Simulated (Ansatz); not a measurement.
# PtSe2, space group P-3m1: a check of PAW against all-electron LAPW

Computed with the Ansatz DFT code, driven from Python.

Notebook, run cell by cell (the value of a cell's last expression is shown):

**Cell 1**
```python
import ansatz
import numpy as np
```

**Cell 2**
```python
def count_gap(report):
    # lowest empty less highest filled band, counting bands; zero where they overlap
    return max(report.get("gap_by_band_count_ev") or 0.0, 0.0)
```

**Cell 3**
```python
lattice = ansatz.Lattice.of(
    (3.724, 0.0, 0.0),
    (-1.862, 3.225079, 0.0),
    (0.0, 0.0, 5.062),
)
sites = [
    ("Pt", (0.0, 0.0, 0.0)),
    ("Se", (1 / 3, 2 / 3, 0.25)),
    ("Se", (2 / 3, 1 / 3, 0.75)),
]
xtal = ansatz.Crystal(lattice=lattice)
for symbol, position in sites:
    xtal = xtal.atom(symbol, position)
```

**Cell 4**
```python
model = (
    xtal.calculation()
    .occupations("cold", width=0.1)
    .functional("PBE")
    .kpoints(mesh=(9, 9, 6), center="gamma")
    .stress()
    .forces()
    .band_table()
)
variants = {
    "PAW": model.pseudopotentials("paw"),
    "LAPW": model.pseudopotentials("all_electron", lapw=True),
}
# totals differ by the cores that each treatment holds, so compare what does not depend on them
rows = []
for label, variant in variants.items():
    summary = variant.run().report
    levels = np.array(summary["eigenvalues_ev"][0]) - summary["fermi_energy_ev"]
    print(label, "levels at the first k-point near E_F:", np.round(levels[np.abs(levels) < 5], 3))
    rows.append((label, summary["n_electrons"], np.trace(summary["stress_gpa"]) / 3, float(np.abs(summary["forces_ev_ang"]).max()), count_gap(summary)))
print("     treatment  electrons in bands           P GPa  max force component eV/A  gap by band count eV")
for row in rows:
    print(f"{str(row[0]):>14s}  {row[1]:18.1f}  {row[2]:14.3f}  {row[3]:24.4f}  {row[4]:20.3f}")
```
Output:
```text
DeckWarning: basis.ecutwfc = 420 eV, auto-derived from the records' recommended cutoffs: set by Pt (normal level)
PAW levels at the first k-point near E_F: [-4.109 -4.109 -2.666 -1.147 -1.147  0.331  1.391  1.391  3.54   4.143]
LAPW levels at the first k-point near E_F: [-4.109 -4.109 -2.669 -1.149 -1.149  0.329  1.391  1.391  3.536  4.145]
     treatment  electrons in bands           P GPa  max force component eV/A  gap by band count eV
           PAW                50.0           7.308                    0.5776                 0.000
          LAPW                96.0           7.315                    0.5761                 0.000
```

PAW gives 7.308 GPa and LAPW 7.315 GPa, 0.007 GPa apart. They took 5.3 and 89.4 s of processor time.

Notes:
- For a metal this k-point mesh is coarse: on a finer one energies can move by several to tens of meV an atom and pressures by half a GPa or more, differences at one mesh by less.
- A gap by band count of zero or less means overlapping bands, a metal.
- Of the deposited cell: the entry's cell lengths or inner coordinates differ somewhat from later room-temperature determinations.
- At these settings the cell as given stands under about 7 GPa, so it isn't at this functional's equilibrium volume.
- The starting cell is as deposited in a crystallographic database; the results hold for this polymorph, which needn't be the stable one.
- Gaps and levels are Kohn-Sham values on a finite set of k-points, without spin-orbit coupling.
- Warnings are shown shortened and without file and line.
- Pressure is positive in compression; the treatments may keep other shells as core, so totals and counts of electrons can differ.
- Timing: 96 s on 1 thread of Arm Neoverse V1 (shared host), peak memory 0.95 GiB.
